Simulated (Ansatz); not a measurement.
# The cluster Ga₄P₄: reading failed and doubtful runs

1 input was typed for the cluster Ga₄P₄. Each is run as it stands; the log then has to tell whether the result can be used.

Program: Ansatz 0.2.0, Gaussian basis. Level of theory: the settings change from run to run. These are calculated values, not measurements.

11 further runs of the same task are left out: 9 that didn't finish, 2 set aside as unsound or not needed. Runs told in other sessions of the task aren't counted.

## (1) The relaxed structure

An earlier PBE0-D4/def2-SVP relaxation fixed the geometry.

8 atoms, charge 0, spin multiplicity 1.

Atoms are counted from 1 here; the program's logs count them from 0.

Bond lengths: Ga1–P5 2.522 Å, Ga2–P7 2.522 Å, Ga3–P6 2.522 Å, Ga4–P8 2.522 Å, P5–P6 2.295 Å, P5–P7 2.295 Å, P6–P8 2.295 Å, P7–P8 2.295 Å. Angles: Ga1–P5–P6 73.8°, Ga1–P5–P7 73.8°, P6–P5–P7 86.1°, Ga3–P6–P5 73.8°, Ga3–P6–P8 73.8°, P5–P6–P8 86.1°, Ga2–P7–P5 73.8°, Ga2–P7–P8 73.8°, P5–P7–P8 86.1°, Ga4–P8–P6 73.8°, Ga4–P8–P7 73.8°, P6–P8–P7 86.1°.

Coordinates:

```mol
Ga4P4
  3D, bonds by distance, orders not assigned

  8  8  0  0  0  0  0  0  0  0999 V2000
    1.1519    2.1893   -1.0282 Ga  0  0
    0.3037   -2.6248   -0.4410 Ga  0  0
    0.3488   -1.3741    2.2730 Ga  0  0
   -1.8043    1.8096   -0.8039 Ga  0  0
    1.5934   -0.0690    0.0052 P   0  0
   -0.0200    0.9237    1.3000 P   0  0
   -0.0674   -0.3877   -1.5455 P   0  0
   -1.5060   -0.4670    0.2403 P   0  0
  1  5  8  0
  2  7  8  0
  3  6  8  0
  4  8  8  0
  5  6  8  0
  5  7  8  0
  6  8  8  0
  7  8  8  0
M  END
```

## (2) Try 1

in.yaml

```yaml
crystal:
  periodic: [false, false, false]
  atoms:
    - {symbol: Ga, position_ang: [1.151870, 2.189251, -1.028151]}
    - {symbol: Ga, position_ang: [0.303687, -2.624803, -0.440956]}
    - {symbol: Ga, position_ang: [0.348830, -1.374059, 2.273015]}
    - {symbol: Ga, position_ang: [-1.804310, 1.809640, -0.803889]}
    - {symbol: P, position_ang: [1.593419, -0.068976, 0.005240]}
    - {symbol: P, position_ang: [-0.020042, 0.923674, 1.299965]}
    - {symbol: P, position_ang: [-0.067446, -0.387702, -1.545529]}
    - {symbol: P, position_ang: [-1.505998, -0.467006, 0.240306]}
basis:
  gaussian: {orbitals: "6-31G*", point_charges: [{charge: 2.00, position_ang: [4.158, 0.517, -0.563]}]}
hamiltonian: {xc: {name: wB97X-D}}
scf: {lower_state_search: off}
```

Command:

```
$ ansatz run in.yaml --threads 4 --pin off --events-out ev --progress --plain --max-ram 4787MiB
```

Q: Predict the results of all the runs planned.

As calculated:

| try | level | ended | cause | time |
| --- | --- | --- | --- | --- |
| 1 | wB97X-D/6-31G* | refused | the method's name isn't one that the program takes here | 0.05 s |

1 refused. A refusal costs next to no computing time.
